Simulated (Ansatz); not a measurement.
SiF in Ansatz: the effect of target pressure

The system is SiF.

```
CELL_PARAMETERS angstrom
1.33860 0.77284 3.89831
-1.33860 0.77284 3.89831
0.00000 -1.54568 3.89831
ATOMIC_POSITIONS crystal
Si 0.50000 0.50000 0.50000
F 0.00000 0.00000 0.00000
```

The cell was built by a generator and needn't be a form met in nature.

Alike in all runs:

- Program: Ansatz 0.2.0
- Task: relaxation of cell and atoms
- Functional: r2SCAN
- Potentials or basis: Ansatz PAW
- Cutoff: 500 eV (not typed: the program's choice for these potentials)
- k mesh: 12 × 12 × 12
- Occupations: fermi-dirac, width 0.05 eV
- Spin: no spin polarisation

Each run relaxes the cell or the atoms first.

```tsv
target pressure	relaxed volume (Å³/atom)
0 GPa	?
2 GPa	11.44
5 GPa	11.12
10 GPa	10.65
20 GPa	9.93
30 GPa	9.44
```

**Question.** What does the run with target pressure 0 GPa give?

**Answer.** Relaxed volume 11.67 Å³/atom.

Worked out: In Murnaghan's law V^(-B') rises as a straight line in P. The other rows fit best with B' = 4.3, V0 = 11.71 Å³/atom and B0 = 84 GPa, which gives 11.71 Å³/atom at 0 GPa, against the run's 11.67.

Caveats: the plane-wave basis is chosen anew once the cell has moved, so the energies of steps on either side of that aren't comparable; an odd number of electrons without spin polarisation forces a metal; a magnetic or distorted state may lie lower; the PAW data sets come from PBE, with cores solved anew for the run's functional, which leaves a small shift of forces and pressure; the volume moved by over 15 % at a fixed basis, so the end points are rough (some runs).
